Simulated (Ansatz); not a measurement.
**RuH2 (triplet): wave-function methods side by side, def2-QZVPP**

The task here is to estimate one member of a computed series from the others.

Computed with Ansatz 0.2.0, Gaussian basis. Level: def2-QZVPP, core rule «outside noble gas», up to 4 orbitals frozen.

The runs, in order: UHF; ROHF; CCSD(T) on UHF.

2 further runs of the same task are left out: 2 set aside as unsound or not needed. Runs told in other sessions of the task aren't counted.

**The geometry**

The geometry is a PBE0/def2-TZVP stationary point (not a proven minimum). No spin-orbit coupling is included. Elements past krypton take def2 core potentials.

3 atoms, charge 0, spin multiplicity 3.

Atoms are counted from 1 here; the program's logs count them from 0.

Bond lengths: Ru1–H2 1.559 Å, Ru1–H3 1.559 Å. Angles: H2–Ru1–H3 75.0°.

Set-up of the first run:

in.yaml

```yaml
crystal:
  periodic: [false, false, false]
  atoms:
    - {symbol: Ru, position_ang: [0.000000, 0.000000, -0.024187]}
    - {symbol: H, position_ang: [0.000000, 0.949682, 1.212659]}
    - {symbol: H, position_ang: [0.000000, -0.949682, 1.212659]}
basis:
  gaussian: {orbitals: "def2-QZVPP.json"}
magnetization: {spin_polarized: true, initial_magnetization: 2}
hamiltonian: {xc: hf}
output: {orbitals: {seedname: orbitals}}
```

Launch:

```console
$ ansatz run in.yaml --threads 1 --pin off --events-out ev --progress --plain --max-ram 4096MiB --backend cpu
```

Steps of the session up to this table: UHF; ROHF; CCSD(T) on UHF.

One table of the session follows, with a row left open; its other results are not shown here.

| method | from UCCSD(T) (meV) |
| --- | --- |
| ROHF | ? |
| UHF | +8661.8 |
| UMP2 | +596.9 |
| UCCSD | +443.2 |
| UCCSD(T) | 0 |

Estimate the missing values for ROHF.

As computed: from UCCSD(T) (meV): +8934.2. In the column «from UCCSD(T) (meV)» it is the highest.
